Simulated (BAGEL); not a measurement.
# HF/6-31G(d) (density fitting with qzvpp-jkfit, spherical functions) run of C2H4BCl (SMILES C=CBCl)

Aim: the vertical ionisation energy of C2H4BCl at HF/6-31G* (density fitting with qzvpp-jkfit, spherical functions), from 2 runs. 

The calculation is run with BAGEL 1.2.2.

5 further runs of the same task are left out: 4 that didn't finish, 1 set aside as unsound or not needed. Runs told in other sessions of the task aren't counted.

## (1) The molecule

The species is C2H4BCl (8 atoms), meant as a singlet with charge 0. As SMILES, `C=CBCl`. Geometry: relaxed at PBE0-D4/def2-TZVP. This is one conformer, not always the lowest.

Bond lengths: C1–C2 1.337 Å, C2–B3 1.531 Å, B3–Cl4 1.750 Å, C1–H5 1.086 Å, C1–H6 1.086 Å, C2–H7 1.088 Å, B3–H8 1.194 Å. Angles: C1–C2–B3 119.9°, C2–B3–Cl4 121.0°, C1–C2–H7 118.9°, B3–C2–H7 121.2°, C2–C1–H5 120.8°, C2–C1–H6 122.7°, C2–B3–H8 121.9°, Cl4–B3–H8 117.1°, H5–C1–H6 116.4°.

## (2) The energy at HF/6-31G(d) (density fitting with qzvpp-jkfit, spherical functions)

job.json

```json
{ "bagel" : [

{
  "title" : "molecule",
  "basis" : "6-31gs.json",
  "df_basis" : "qzvpp-jkfit",
  "angstrom" : true,
  "geometry" : [
    { "atom" : "C", "xyz" : [    0.357400,    1.219900,   -0.260000 ] },
    { "atom" : "C", "xyz" : [    0.353800,    0.057700,    0.401100 ] },
    { "atom" : "B", "xyz" : [   -0.528600,   -1.094400,   -0.086400 ] },
    { "atom" : "Cl", "xyz" : [   -0.555100,   -2.627600,    0.756600 ] },
    { "atom" : "H", "xyz" : [   -0.259700,    1.360400,   -1.142800 ] },
    { "atom" : "H", "xyz" : [    0.965100,    2.067000,    0.044900 ] },
    { "atom" : "H", "xyz" : [    0.984000,   -0.048700,    1.281300 ] },
    { "atom" : "H", "xyz" : [   -1.225000,   -0.991500,   -1.050400 ] }
  ]
},
{ "title" : "hf" },
{ "title" : "print", "file" : "orbitals.molden", "orbitals" : true }

]}
```

The basis set 6-31G* is read from a file made from the Basis Set Exchange's data (not shown).

Launch:

```console
$ BAGEL_NUM_THREADS=1 BAGEL job.json > job.out
```

Log:

```text
* using 1 threads per process

  ===============================================================
  ===============================================================

  *** Geometry ***

  { "atom" : "C", "xyz" : [      0.675388,      2.305277,     -0.491329 ] },
  { "atom" : "C", "xyz" : [      0.668585,      0.109037,      0.757969 ] },
  { "atom" : "B", "xyz" : [     -0.998909,     -2.068116,     -0.163272 ] },
  { "atom" : "Cl", "xyz" : [     -1.048987,     -4.965444,      1.429767 ] },
  { "atom" : "H", "xyz" : [     -0.490762,      2.570783,     -2.159579 ] },
  { "atom" : "H", "xyz" : [      1.823775,      3.906064,      0.084849 ] },
  { "atom" : "H", "xyz" : [      1.859491,     -0.092030,      2.421306 ] },
  { "atom" : "H", "xyz" : [     -2.314915,     -1.873663,     -1.984968 ] },

  Number of auxiliary basis functions:      425

  Since a DF basis is specified, we compute 2- and 3-index integrals:
    o Being stored without compression. Storage requirement is 0.016 GB

  Number of basis functions:       68
  Number of electrons      :       38

    * METHOD: MOLECULE                             0.18

  *** RHF ***

  === Nuclear Repulsion ===
   121.1872739202

      * DIIS with orbital gradients will be used.

  === RHF iteration (6-31gs.json) ===
      0       -562.17179513          0.01339990           0.05
      1       -562.24153203          0.00430914           0.04
      2       -562.24832756          0.00141577           0.04
      3       -562.24916857          0.00021248           0.04
      4       -562.24919143          0.00007987           0.04
      5       -562.24919526          0.00002171           0.04
      6       -562.24919568          0.00000697           0.04
      7       -562.24919573          0.00000193           0.04
      8       -562.24919573          0.00000044           0.04
      9       -562.24919573          0.00000018           0.04
     10       -562.24919573          0.00000005           0.04
     11       -562.24919573          0.00000002           0.04
     12       -562.24919573          0.00000001           0.04
    * SCF iteration converged.

    * Permanent dipole moment:
           (   -0.222243,    -0.940190,     0.249386) a.u.

    * METHOD: HF                                   0.69

    * METHOD: PRINT                                0.01

  ===============================================================
```

Wall time 1 s (1 thread of Arm Neoverse V1, shared host); peak memory 0.089 GiB.

## (3) The doublet cation

hf.json

```json
{ "bagel": [

{
  "title": "molecule",
  "basis": "6-31gs.json",
  "df_basis": "qzvpp-jkfit",
  "angstrom": "true",
  "geometry": [
    { "atom": "C", "xyz": [    0.357400,    1.219900,   -0.260000 ] },
    { "atom": "C", "xyz": [    0.353800,    0.057700,    0.401100 ] },
    { "atom": "B", "xyz": [   -0.528600,   -1.094400,   -0.086400 ] },
    { "atom": "Cl", "xyz": [   -0.555100,   -2.627600,    0.756600 ] },
    { "atom": "H", "xyz": [   -0.259700,    1.360400,   -1.142800 ] },
    { "atom": "H", "xyz": [    0.965100,    2.067000,    0.044900 ] },
    { "atom": "H", "xyz": [    0.984000,   -0.048700,    1.281300 ] },
    { "atom": "H", "xyz": [   -1.225000,   -0.991500,   -1.050400 ] }
  ]
},
{ "title": "uhf", "charge": 1, "nopen": 1 },
{ "title": "print", "file": "orbitals.molden", "orbitals": "true" }

]}
```

The basis set 6-31G* is read from a file made from the Basis Set Exchange's data (not shown).

Launch:

```console
$ BAGEL_NUM_THREADS=1 BAGEL hf.json > hf.out
```

Log:

```text
* using 1 threads per process

  ===============================================================
  ===============================================================

  *** Geometry ***

  { "atom" : "C", "xyz" : [      0.675388,      2.305277,     -0.491329 ] },
  { "atom" : "C", "xyz" : [      0.668585,      0.109037,      0.757969 ] },
  { "atom" : "B", "xyz" : [     -0.998909,     -2.068116,     -0.163272 ] },
  { "atom" : "Cl", "xyz" : [     -1.048987,     -4.965444,      1.429767 ] },
  { "atom" : "H", "xyz" : [     -0.490762,      2.570783,     -2.159579 ] },
  { "atom" : "H", "xyz" : [      1.823775,      3.906064,      0.084849 ] },
  { "atom" : "H", "xyz" : [      1.859491,     -0.092030,      2.421306 ] },
  { "atom" : "H", "xyz" : [     -2.314915,     -1.873663,     -1.984968 ] },

  Number of auxiliary basis functions:      425

  Since a DF basis is specified, we compute 2- and 3-index integrals:
    o Being stored without compression. Storage requirement is 0.016 GB

  Number of basis functions:       68
  Number of electrons      :       38

    * METHOD: MOLECULE                             0.18

  *** Open-shell HF ***

  === Nuclear Repulsion ===
   121.1872739202

      * DIIS with orbital gradients will be used.

  === UHF iteration (6-31gs.json) ===
      0       -561.75304150          0.02492070           0.09
      1       -561.83020595          0.00969687           0.09
      2       -561.84315511          0.00497414           0.09
      3       -561.84845015          0.00259089           0.09
      4       -561.85277136          0.00192273           0.09
      5       -561.85635097          0.00198629           0.09
      6       -561.85740575          0.00197636           0.09
      7       -561.86076763          0.00192577           0.09
      8       -561.86235013          0.00646815           0.08
      9       -561.87103945          0.00073580           0.09
     10       -561.87106945          0.00070758           0.09
     11       -561.87124948          0.00038349           0.09
     12       -561.87127382          0.00024801           0.09
     13       -561.87129984          0.00001627           0.09
     14       -561.87130054          0.00000708           0.09
     15       -561.87130098          0.00000426           0.09
     16       -561.87130127          0.00000299           0.09
     17       -561.87130168          0.00000229           0.09
     18       -561.87130238          0.00000110           0.09
     19       -561.87130276          0.00000090           0.09
     20       -561.87130311          0.00000085           0.09
     21       -561.87130329          0.00000086           0.09
     22       -561.87130364          0.00000084           0.09
     23       -561.87130368          0.00000083           0.09
     24       -561.87130364          0.00000085           0.09
     25       -561.87130345          0.00000084           0.09
     26       -561.87130349          0.00000082           0.09
     27       -561.87130357          0.00000081           0.09
     28       -561.87130395          0.00000081           0.09
     29       -561.87130417          0.00000079           0.09
     30       -561.87130439          0.00000078           0.09
     31       -561.87130449          0.00000077           0.09
     32       -561.87130461          0.00000077           0.09
     33       -561.87130467          0.00000076           0.09
     34       -561.87130552          0.00000075           0.09
     35       -561.87130573          0.00000077           0.09
     36       -561.87130475          0.00000091           0.09
     37       -561.87130620          0.00000099           0.09
     38       -561.87130632          0.00000081           0.09
     39       -561.87130653          0.00000045           0.09
     40       -561.87130673          0.00000036           0.09
     41       -561.87130681          0.00000018           0.09
     42       -561.87130681          0.00000015           0.09
     43       -561.87130680          0.00000009           0.09
     44       -561.87130680          0.00000013           0.09
     45       -561.87130680          0.00000008           0.09
     46       -561.87130680          0.00000007           0.09
     47       -561.87130681          0.00000005           0.09
     48       -561.87130681          0.00000003           0.09
     49       -561.87130682          0.00000002           0.09
     50       -561.87130682          0.00000002           0.09
     51       -561.87130682          0.00000001           0.09
     52       -561.87130682          0.00000001           0.09
    * SCF iteration converged.

    * S^2 (UHF) is 0.7715

    * Permanent dipole moment:
           (    0.206583,     0.303186,     0.095121) a.u.

    * METHOD: UHF                                  4.77

    * METHOD: PRINT                                0.01

  ===============================================================
```

Run time: 5.1 s. Hardware: 1 thread of Arm Neoverse V1, shared host; peak memory 0.088 GiB.

## (4) Results

At HF/6-31G* (density fitting with qzvpp-jkfit, spherical functions):

| quantity | value |
| --- | --- |
| singlet C2H4BCl: total energy | -562.24920 Eh |
| singlet C2H4BCl: dipole moment | 2.54 D |
| singlet C2H4BCl: HOMO energy | -10.72 eV |
| singlet C2H4BCl: LUMO energy | 2.00 eV |
| singlet C2H4BCl: HOMO–LUMO gap | 12.72 eV |
| doublet cation: total energy | -561.87131 Eh |
| doublet cation: ⟨S²⟩ | 0.771 |
| vertical ionisation energy (to the doublet cation) | 10.283 eV |

**Reading.** The vertical ionisation energy comes to 10.28 eV (237 kcal/mol). −ε(HOMO) before ionisation, 10.72 eV, is 0.44 eV above this ionisation energy.
